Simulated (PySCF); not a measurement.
**A gas-phase reaction: H3NOZn + CuH2N → CuH2NOZn + H3N**

What reaction energy should one expect for `[NH2][Zn][OH]` + `[NH2][Cu]` → `[OH][Zn][NH][Cu]` + `N`?

Computed with PySCF 2.14.0; each step states its level. No surroundings beyond the atoms listed, unless a continuum is named. Atoms count from 0, parts from 1.

### Step 1. Starting point

Each species was relaxed by itself at PBE0-D3(BJ)/def2-SVPD.

### Step 2. Energies of the species: wB97M-D3(BJ)/def2-TZVPD

The job: settings as JSON, then the geometry in Å.

```
{"job": {"kind": "react", "xc": "wB97M-D3(BJ)", "basis": "def2-TZVPD"}, "charge": 0, "multiplicity": 1}
-1 H3NOZn charge 0 multiplicity 1
N      0.195610     0.759090    -1.170630
Zn    -0.187930    -0.113800     0.361490
O     -0.728120    -0.833880     1.897770
H      0.976580     1.397500    -1.245440
H     -0.025630     0.373120    -2.079080
H     -0.230520    -1.582040     2.235870

-1 CuH2N charge 0 multiplicity 1
N      0.277350    -0.244060     0.085920
Cu    -1.233370    -0.107160    -0.916310
H      0.050040    -0.048420     1.062920
H      0.928310     0.495190    -0.186500

+1 CuH2NOZn charge 0 multiplicity 1
O      0.124100     0.514180    -2.097910
Zn     0.122700     0.011150    -0.379220
N      0.133450    -0.371980     1.404890
Cu    -1.241940     0.623580     2.034030
H      0.970890     0.575920    -2.545340
H     -0.109210    -1.352840     1.583620

+1 H3N charge 0 multiplicity 1
N      0.001270    -0.005570     0.284460
H     -0.026110     0.945320    -0.071850
H      0.834780    -0.443550    -0.096740
H     -0.798640    -0.494370    -0.106810
```

With the program's defaults for keys left out, this is: wB97M-D3(BJ)/def2-TZVPD reaction energy of separated species, gas phase.

Run with:

```bash
$ OMP_NUM_THREADS=1 python cluster_run.py task.json out
```

The driver reads the jobs from task.json and runs them one after another.

Log:

```text
species 1 (H3NOZn)
coarse grid: 25160 points
cycle   1  E = -1911.1379082576  dE = -1.991e-01  |g| = 1.133e+00  |ddm| = 2.030e+00
cycle   2  E = -1910.9787130175  dE =  1.592e-01  |g| = 1.789e+00  |ddm| = 1.830e+00
cycle   3  E = -1911.3165050973  dE = -3.378e-01  |g| = 1.035e-01  |ddm| = 9.153e-01
cycle   4  E = -1911.3181994875  dE = -1.694e-03  |g| = 5.952e-02  |ddm| = 9.124e-02
cycle   5  E = -1911.3188065804  dE = -6.071e-04  |g| = 1.290e-02  |ddm| = 4.576e-02
cycle   6  E = -1911.3188713737  dE = -6.479e-05  |g| = 8.261e-03  |ddm| = 2.181e-02
cycle   7  E = -1911.3188873500  dE = -1.598e-05  |g| = 1.803e-03  |ddm| = 8.330e-03
cycle   8  E = -1911.3188899022  dE = -2.552e-06  |g| = 6.517e-04  |ddm| = 4.966e-03
final grid: 51360 points
cycle   9  E = -1911.3187868655  dE = -1.469e-07  |g| = 6.834e-04  |ddm| = 1.815e-03
cycle  10  E = -1911.3187868379  dE =  2.763e-08  |g| = 1.130e-03  |ddm| = 6.320e-04
cycle  11  E = -1911.3187869308  dE = -9.286e-08  |g| = 7.603e-05  |ddm| = 3.631e-04
cycle  12  E = -1911.3187869337  dE = -2.956e-09  |g| = 6.160e-05  |ddm| = 1.448e-04
cycle  13  E = -1911.3187869353  dE = -1.532e-09  |g| = 1.007e-05  |ddm| = 1.296e-04
cycle  14  E = -1911.3187869353  dE = -4.411e-11  |g| = 3.893e-06  |ddm| = 1.784e-05
converged SCF energy = -1911.3187869353

species 2 (CuH2N)
coarse grid: 17504 points
cycle   1  E = -1696.0773782611  dE = -3.875e-02  |g| = 2.300e+00  |ddm| = 1.568e+00
cycle   2  E = -1695.1519326647  dE =  9.254e-01  |g| = 4.155e+00  |ddm| = 1.915e+00
cycle   3  E = -1696.5171095236  dE = -1.365e+00  |g| = 2.051e-01  |ddm| = 1.172e+00
cycle   4  E = -1696.5218164795  dE = -4.707e-03  |g| = 4.595e-02  |ddm| = 1.337e-01
cycle   5  E = -1696.5220814782  dE = -2.650e-04  |g| = 2.230e-02  |ddm| = 3.920e-02
cycle   6  E = -1696.5222206694  dE = -1.392e-04  |g| = 4.791e-03  |ddm| = 2.291e-02
cycle   7  E = -1696.5222542795  dE = -3.361e-05  |g| = 2.469e-03  |ddm| = 2.028e-02
cycle   8  E = -1696.5222594680  dE = -5.188e-06  |g| = 9.319e-04  |ddm| = 7.167e-03
final grid: 34776 points
cycle   9  E = -1696.5221965923  dE = -7.260e-07  |g| = 1.294e-03  |ddm| = 2.311e-03
cycle  10  E = -1696.5221964329  dE =  1.594e-07  |g| = 3.094e-03  |ddm| = 1.753e-03
cycle  11  E = -1696.5221971479  dE = -7.150e-07  |g| = 3.702e-04  |ddm| = 7.419e-04
cycle  12  E = -1696.5221974174  dE = -2.695e-07  |g| = 1.319e-04  |ddm| = 2.188e-03
cycle  13  E = -1696.5221974304  dE = -1.300e-08  |g| = 4.876e-05  |ddm| = 4.172e-04
cycle  14  E = -1696.5221974319  dE = -1.472e-09  |g| = 1.926e-05  |ddm| = 1.081e-04
cycle  15  E = -1696.5221974323  dE = -4.122e-10  |g| = 3.786e-06  |ddm| = 7.226e-05
converged SCF energy = -1696.5221974323

species 3 (CuH2NOZn)
coarse grid: 30128 points
cycle   1  E = -3550.5250973939  dE =  4.715e-02  |g| = 2.779e+00  |ddm| = 2.280e+00
cycle   2  E = -3549.1518207871  dE =  1.373e+00  |g| = 4.961e+00  |ddm| = 3.194e+00
cycle   3  E = -3551.2426044577  dE = -2.091e+00  |g| = 2.968e-01  |ddm| = 2.116e+00
cycle   4  E = -3551.2519777569  dE = -9.373e-03  |g| = 1.141e-01  |ddm| = 3.376e-01
cycle   5  E = -3551.2545682759  dE = -2.591e-03  |g| = 3.937e-02  |ddm| = 1.028e-01
cycle   6  E = -3551.2551534568  dE = -5.852e-04  |g| = 9.807e-03  |ddm| = 6.297e-02
cycle   7  E = -3551.2552316836  dE = -7.823e-05  |g| = 8.901e-03  |ddm| = 2.526e-02
cycle   8  E = -3551.2552635932  dE = -3.191e-05  |g| = 3.285e-03  |ddm| = 1.581e-02
cycle   9  E = -3551.2552730466  dE = -9.453e-06  |g| = 2.142e-03  |ddm| = 8.777e-03
final grid: 59024 points
cycle  10  E = -3551.2551512880  dE = -1.606e-06  |g| = 3.492e-03  |ddm| = 3.918e-03
cycle  11  E = -3551.2551487091  dE =  2.579e-06  |g| = 7.975e-03  |ddm| = 4.107e-03
cycle  12  E = -3551.2551535054  dE = -4.796e-06  |g| = 6.937e-04  |ddm| = 2.218e-03
cycle  13  E = -3551.2551537852  dE = -2.798e-07  |g| = 5.619e-04  |ddm| = 9.026e-04
cycle  14  E = -3551.2551542758  dE = -4.905e-07  |g| = 2.857e-04  |ddm| = 3.020e-03
cycle  15  E = -3551.2551542967  dE = -2.093e-08  |g| = 3.560e-05  |ddm| = 5.604e-04
cycle  16  E = -3551.2551542980  dE = -1.255e-09  |g| = 1.682e-05  |ddm| = 8.669e-05
cycle  17  E = -3551.2551542984  dE = -4.156e-10  |g| = 5.801e-06  |ddm| = 6.527e-05
converged SCF energy = -3551.2551542984

species 4 (H3N)
coarse grid: 12536 points
cycle   1  E = -56.5694044171  dE = -1.294e-01  |g| = 3.024e-01  |ddm| = 1.089e+00
cycle   2  E = -56.5779590124  dE = -8.555e-03  |g| = 2.716e-01  |ddm| = 2.677e-01
cycle   3  E = -56.5918815248  dE = -1.392e-02  |g| = 2.125e-02  |ddm| = 1.116e-01
cycle   4  E = -56.5919871627  dE = -1.056e-04  |g| = 5.195e-03  |ddm| = 1.729e-02
cycle   5  E = -56.5919983038  dE = -1.114e-05  |g| = 7.323e-04  |ddm| = 8.722e-03
cycle   6  E = -56.5919987191  dE = -4.152e-07  |g| = 1.111e-04  |ddm| = 3.176e-03
final grid: 27112 points
cycle   7  E = -56.5919832272  dE = -1.522e-08  |g| = 6.605e-05  |ddm| = 6.199e-04
cycle   8  E = -56.5919832291  dE = -1.916e-09  |g| = 5.447e-05  |ddm| = 1.965e-04
cycle   9  E = -56.5919832298  dE = -6.926e-10  |g| = 1.177e-05  |ddm| = 4.413e-05
converged SCF energy = -56.5919832298

Reaction energy = -4.019 kcal/mol
```

Run time: 34 s. Hardware: 1 thread of Arm Neoverse V1, shared host; peak memory 0.76 GiB.

Species by species (with the dispersion term, which the log's SCF energies lack):

| ν | species | energy (Eh) | HOMO (eV) |
| --- | --- | --- | --- |
| -1 | [NH2][Zn][OH] | -1911.32252 | -9.42 |
| -1 | [NH2][Cu] | -1696.52456 | -8.40 |
| +1 | [OH][Zn][NH][Cu] | -3551.25991 | -8.78 |
| +1 | N | -56.59357 | -10.26 |

### Step 3. Energies of the species: PBE0-D3(BJ)/def2-TZVPD

Settings changed since step 2:

```diff
@@ -1,2 +1,2 @@
-{"job": {"kind": "react", "xc": "wB97M-D3(BJ)", "basis": "def2-TZVPD"}, "charge": 0, "multiplicity": 1}
+{"job": {"kind": "react", "xc": "PBE0", "basis": "def2-TZVPD", "disp": "d3bj"}, "charge": 0, "multiplicity": 1}
 -1 H3NOZn charge 0 multiplicity 1
```

Method: PBE0-D3(BJ)/def2-TZVPD reaction energy of separated species, gas phase.

Log:

```text
species 1 (H3NOZn)
coarse grid: 25160 points
cycle   1  E = -1910.6338018654  dE = -1.191e-01  |g| = 1.302e+00  |ddm| = 2.140e+00
cycle   2  E = -1909.7606786363  dE =  8.731e-01  |g| = 2.765e+00  |ddm| = 2.903e+00
cycle   3  E = -1910.8550488269  dE = -1.094e+00  |g| = 2.524e-01  |ddm| = 2.106e+00
cycle   4  E = -1910.8618854600  dE = -6.837e-03  |g| = 1.863e-01  |ddm| = 2.905e-01
cycle   5  E = -1910.8675449092  dE = -5.659e-03  |g| = 1.446e-02  |ddm| = 1.004e-01
cycle   6  E = -1910.8675677943  dE = -2.289e-05  |g| = 1.124e-02  |ddm| = 1.499e-02
cycle   7  E = -1910.8675843293  dE = -1.653e-05  |g| = 1.600e-03  |ddm| = 5.523e-03
cycle   8  E = -1910.8675848761  dE = -5.468e-07  |g| = 2.408e-04  |ddm| = 1.698e-03
final grid: 51360 points
cycle   9  E = -1910.8675594588  dE = -2.043e-08  |g| = 3.831e-04  |ddm| = 1.295e-03
cycle  10  E = -1910.8675594016  dE =  5.727e-08  |g| = 7.494e-04  |ddm| = 6.821e-04
cycle  11  E = -1910.8675594834  dE = -8.178e-08  |g| = 4.329e-05  |ddm| = 4.099e-04
cycle  12  E = -1910.8675594836  dE = -2.606e-10  |g| = 1.607e-05  |ddm| = 3.479e-05
converged SCF energy = -1910.8675594836

species 2 (CuH2N)
coarse grid: 17504 points
cycle   1  E = -1694.9025078201  dE =  8.387e-01  |g| = 3.699e+00  |ddm| = 1.898e+00
cycle   2  E = -1690.8699007867  dE =  4.033e+00  |g| = 7.123e+00  |ddm| = 3.993e+00
cycle   3  E = -1695.9626765503  dE = -5.093e+00  |g| = 1.286e+00  |ddm| = 3.340e+00
cycle   4  E = -1695.5730847950  dE =  3.896e-01  |g| = 1.427e+00  |ddm| = 1.716e+00
cycle   5  E = -1696.1656104103  dE = -5.925e-01  |g| = 9.077e-02  |ddm| = 1.359e+00
cycle   6  E = -1696.1682333666  dE = -2.623e-03  |g| = 2.791e-02  |ddm| = 1.513e-01
cycle   7  E = -1696.1683068640  dE = -7.350e-05  |g| = 1.137e-02  |ddm| = 1.767e-02
cycle   8  E = -1696.1683215660  dE = -1.470e-05  |g| = 1.396e-03  |ddm| = 6.547e-03
cycle   9  E = -1696.1683221091  dE = -5.430e-07  |g| = 5.283e-04  |ddm| = 1.613e-03
final grid: 34776 points
cycle  10  E = -1696.1683265569  dE =  1.416e-07  |g| = 1.411e-03  |ddm| = 1.407e-03
cycle  11  E = -1696.1683253057  dE =  1.251e-06  |g| = 4.079e-03  |ddm| = 2.063e-03
cycle  12  E = -1696.1683267377  dE = -1.432e-06  |g| = 2.603e-04  |ddm| = 1.378e-03
cycle  13  E = -1696.1683267519  dE = -1.426e-08  |g| = 2.333e-05  |ddm| = 1.982e-04
cycle  14  E = -1696.1683267520  dE = -8.390e-11  |g| = 1.121e-05  |ddm| = 2.115e-05
converged SCF energy = -1696.1683267520

species 3 (CuH2NOZn)
coarse grid: 30128 points
cycle   1  E = -3548.6117450138  dE =  1.281e+00  |g| = 4.385e+00  |ddm| = 2.585e+00
cycle   2  E = -3535.0146958525  dE =  1.360e+01  |g| = 9.277e+00  |ddm| = 8.582e+00
cycle   3  E = -3549.8182540873  dE = -1.480e+01  |g| = 2.252e+00  |ddm| = 8.163e+00
cycle   4  E = -3547.7827603633  dE =  2.035e+00  |g| = 2.641e+00  |ddm| = 2.960e+00
cycle   5  E = -3550.3567611481  dE = -2.574e+00  |g| = 8.254e-01  |ddm| = 2.552e+00
cycle   6  E = -3550.4472580504  dE = -9.050e-02  |g| = 5.975e-01  |ddm| = 9.940e-01
cycle   7  E = -3550.5222523439  dE = -7.499e-02  |g| = 1.795e-01  |ddm| = 4.980e-01
cycle   8  E = -3550.5274942453  dE = -5.242e-03  |g| = 9.685e-02  |ddm| = 1.832e-01
cycle   9  E = -3550.5285780040  dE = -1.084e-03  |g| = 4.710e-02  |ddm| = 5.383e-02
cycle  10  E = -3550.5288200215  dE = -2.420e-04  |g| = 1.042e-02  |ddm| = 2.703e-02
cycle  11  E = -3550.5288409186  dE = -2.090e-05  |g| = 1.563e-03  |ddm| = 8.668e-03
cycle  12  E = -3550.5288414846  dE = -5.660e-07  |g| = 4.975e-04  |ddm| = 2.301e-03
final grid: 59024 points
cycle  13  E = -3550.5288612164  dE =  6.196e-08  |g| = 1.200e-03  |ddm| = 1.218e-03
cycle  14  E = -3550.5288603170  dE =  8.993e-07  |g| = 3.551e-03  |ddm| = 1.661e-03
cycle  15  E = -3550.5288613343  dE = -1.017e-06  |g| = 2.531e-04  |ddm| = 1.189e-03
cycle  16  E = -3550.5288613401  dE = -5.855e-09  |g| = 4.300e-05  |ddm| = 1.214e-04
cycle  17  E = -3550.5288613404  dE = -2.547e-10  |g| = 1.576e-05  |ddm| = 3.823e-05
converged SCF energy = -3550.5288613404

species 4 (H3N)
coarse grid: 2928 points
cycle   1  E = -56.4891318751  dE = -9.641e-02  |g| = 3.706e-01  |ddm| = 1.102e+00
cycle   2  E = -56.4627055041  dE =  2.643e-02  |g| = 5.179e-01  |ddm| = 4.448e-01
cycle   3  E = -56.5198014745  dE = -5.710e-02  |g| = 1.578e-02  |ddm| = 2.493e-01
cycle   4  E = -56.5198501449  dE = -4.867e-05  |g| = 3.352e-03  |ddm| = 8.685e-03
cycle   5  E = -56.5198523147  dE = -2.170e-06  |g| = 3.229e-04  |ddm| = 2.233e-03
final grid: 27112 points
cycle   6  E = -56.5150236602  dE = -1.194e-05  |g| = 5.532e-03  |ddm| = 1.607e-02
cycle   7  E = -56.5150183407  dE =  5.320e-06  |g| = 7.573e-03  |ddm| = 6.155e-03
cycle   8  E = -56.5150297630  dE = -1.142e-05  |g| = 1.253e-04  |ddm| = 3.402e-03
cycle   9  E = -56.5150297665  dE = -3.500e-09  |g| = 3.262e-05  |ddm| = 1.082e-04
cycle  10  E = -56.5150297667  dE = -2.721e-10  |g| = 3.607e-06  |ddm| = 2.273e-05
converged SCF energy = -56.5150297667

Reaction energy = -5.401 kcal/mol
```

It took 17 s on 1 thread of Arm Neoverse V1, shared host; peak memory 0.63 GiB.

Reaction energy at this level: -5.40 kcal/mol.

### Step 4. Reaction energy: MP2/def2-TZVPD

Settings changed since step 3:

```diff
@@ -1,2 +1,2 @@
-{"job": {"kind": "react", "xc": "PBE0", "basis": "def2-TZVPD", "disp": "d3bj"}, "charge": 0, "multiplicity": 1}
+{"job": {"kind": "react", "xc": "MP2", "basis": "def2-TZVPD"}, "charge": 0, "multiplicity": 1}
 -1 H3NOZn charge 0 multiplicity 1
```

Method: MP2/def2-TZVPD reaction energy of separated species, gas phase.

Log:

```text
species 1 (H3NOZn)
final grid: 51360 points
cycle   1  E = -1908.8471650942  dE = -3.248e-01  |g| = 6.850e-01  |ddm| = 1.983e+00
cycle   2  E = -1908.8920977910  dE = -4.493e-02  |g| = 6.048e-01  |ddm| = 8.642e-01
cycle   3  E = -1908.9365336405  dE = -4.444e-02  |g| = 7.401e-02  |ddm| = 2.673e-01
cycle   4  E = -1908.9375934009  dE = -1.060e-03  |g| = 4.227e-02  |ddm| = 7.326e-02
cycle   5  E = -1908.9379381239  dE = -3.447e-04  |g| = 9.398e-03  |ddm| = 4.075e-02
cycle   6  E = -1908.9379889678  dE = -5.084e-05  |g| = 3.259e-03  |ddm| = 1.870e-02
cycle   7  E = -1908.9379960353  dE = -7.068e-06  |g| = 1.353e-03  |ddm| = 6.921e-03
cycle   8  E = -1908.9379969866  dE = -9.512e-07  |g| = 3.753e-04  |ddm| = 2.211e-03
cycle   9  E = -1908.9379970653  dE = -7.870e-08  |g| = 7.405e-05  |ddm| = 7.258e-04
cycle  10  E = -1908.9379970695  dE = -4.189e-09  |g| = 2.368e-05  |ddm| = 2.096e-04
cycle  11  E = -1908.9379970699  dE = -3.820e-10  |g| = 5.535e-06  |ddm| = 7.317e-05
converged SCF energy = -1908.9379970699

species 2 (CuH2N)
final grid: 34776 points
cycle   1  E = -1694.4346963209  dE = -3.762e-01  |g| = 1.012e+00  |ddm| = 1.370e+00
cycle   2  E = -1694.4054060658  dE =  2.929e-02  |g| = 1.296e+00  |ddm| = 7.327e-01
cycle   3  E = -1694.5322906288  dE = -1.269e-01  |g| = 6.605e-02  |ddm| = 3.309e-01
cycle   4  E = -1694.5334002258  dE = -1.110e-03  |g| = 3.280e-02  |ddm| = 6.520e-02
cycle   5  E = -1694.5337847096  dE = -3.845e-04  |g| = 1.389e-02  |ddm| = 4.344e-02
cycle   6  E = -1694.5338920852  dE = -1.074e-04  |g| = 4.462e-03  |ddm| = 2.828e-02
cycle   7  E = -1694.5339128877  dE = -2.080e-05  |g| = 1.574e-03  |ddm| = 1.259e-02
cycle   8  E = -1694.5339175626  dE = -4.675e-06  |g| = 7.767e-04  |ddm| = 5.547e-03
cycle   9  E = -1694.5339187310  dE = -1.168e-06  |g| = 2.883e-04  |ddm| = 3.276e-03
cycle  10  E = -1694.5339189082  dE = -1.771e-07  |g| = 1.043e-04  |ddm| = 1.555e-03
cycle  11  E = -1694.5339189202  dE = -1.206e-08  |g| = 2.668e-05  |ddm| = 3.709e-04
cycle  12  E = -1694.5339189210  dE = -7.835e-10  |g| = 8.185e-06  |ddm| = 7.687e-05
converged SCF energy = -1694.5339189210

species 3 (CuH2NOZn)
final grid: 59024 points
cycle   1  E = -3547.0657041324  dE = -4.935e-01  |g| = 1.231e+00  |ddm| = 2.144e+00
cycle   2  E = -3547.0647207446  dE =  9.834e-04  |g| = 1.491e+00  |ddm| = 1.106e+00
cycle   3  E = -3547.2481528472  dE = -1.834e-01  |g| = 1.238e-01  |ddm| = 4.519e-01
cycle   4  E = -3547.2511287241  dE = -2.976e-03  |g| = 5.715e-02  |ddm| = 1.120e-01
cycle   5  E = -3547.2521608395  dE = -1.032e-03  |g| = 2.429e-02  |ddm| = 8.216e-02
cycle   6  E = -3547.2523817777  dE = -2.209e-04  |g| = 1.268e-02  |ddm| = 3.914e-02
cycle   7  E = -3547.2524504362  dE = -6.866e-05  |g| = 4.310e-03  |ddm| = 2.147e-02
cycle   8  E = -3547.2524724151  dE = -2.198e-05  |g| = 1.768e-03  |ddm| = 1.477e-02
cycle   9  E = -3547.2524763100  dE = -3.895e-06  |g| = 1.134e-03  |ddm| = 4.870e-03
cycle  10  E = -3547.2524777731  dE = -1.463e-06  |g| = 6.548e-04  |ddm| = 2.831e-03
cycle  11  E = -3547.2524785308  dE = -7.577e-07  |g| = 2.390e-04  |ddm| = 3.126e-03
cycle  12  E = -3547.2524786043  dE = -7.351e-08  |g| = 1.457e-04  |ddm| = 9.392e-04
cycle  13  E = -3547.2524786147  dE = -1.035e-08  |g| = 3.969e-05  |ddm| = 3.723e-04
cycle  14  E = -3547.2524786159  dE = -1.273e-09  |g| = 2.456e-05  |ddm| = 1.425e-04
cycle  15  E = -3547.2524786162  dE = -2.619e-10  |g| = 1.213e-05  |ddm| = 5.736e-05
converged SCF energy = -3547.2524786162

species 4 (H3N)
final grid: 27112 points
cycle   1  E = -56.2058926518  dE = -1.621e-01  |g| = 2.298e-01  |ddm| = 1.073e+00
cycle   2  E = -56.2178834362  dE = -1.199e-02  |g| = 7.796e-02  |ddm| = 1.404e-01
cycle   3  E = -56.2190887133  dE = -1.205e-03  |g| = 2.444e-02  |ddm| = 4.021e-02
cycle   4  E = -56.2192480420  dE = -1.593e-04  |g| = 5.226e-03  |ddm| = 1.749e-02
cycle   5  E = -56.2192621756  dE = -1.413e-05  |g| = 1.112e-03  |ddm| = 7.204e-03
cycle   6  E = -56.2192633953  dE = -1.220e-06  |g| = 2.935e-04  |ddm| = 3.286e-03
cycle   7  E = -56.2192634900  dE = -9.468e-08  |g| = 4.961e-05  |ddm| = 9.838e-04
cycle   8  E = -56.2192634921  dE = -2.081e-09  |g| = 4.563e-06  |ddm| = 1.082e-04
cycle   9  E = -56.2192634921  dE = -1.393e-11  |g| = 5.840e-07  |ddm| = 2.273e-05
converged SCF energy = -56.2192634921

Reaction energy = -7.930 kcal/mol
```

Run time: 9.1 s. Hardware: 1 thread of Arm Neoverse V1, shared host; peak memory 0.53 GiB.

Reaction energy at this level: -7.93 kcal/mol.

### Step 5. Side by side

Energies in kcal/mol, with wall time:

| run | reaction | time |
| --- | --- | --- |
| wB97M-D3(BJ)/def2-TZVPD | -4.02 | 34 s |
| PBE0-D3(BJ)/def2-TZVPD | -5.40 | 17 s |
| MP2/def2-TZVPD | -7.93 | 9.1 s |

### Step 6. What came out

| quantity | value |
| --- | --- |
| reaction energy (wB97M-D3(BJ)/def2-TZVPD) | -4.02 kcal/mol |
| ΔH, ΔG at 298 K (xTB thermal terms) | -3.3, -1.7 kcal/mol |
| range of the reaction energy over the runs of this table | -7.93 to -4.02 kcal/mol |

In words: The reaction is exothermic by 3.3 kcal/mol in the gas phase; dispersion gives -0.16, and xTB itself gave -5.39 for the electronic energy (xTB energies and thermal terms come from the earlier relaxation of each species, not shown). No barrier was sought. The reaction energy runs from -7.93 (MP2/def2-TZVPD) to -4.02 kcal/mol (wB97M-D3(BJ)/def2-TZVPD).
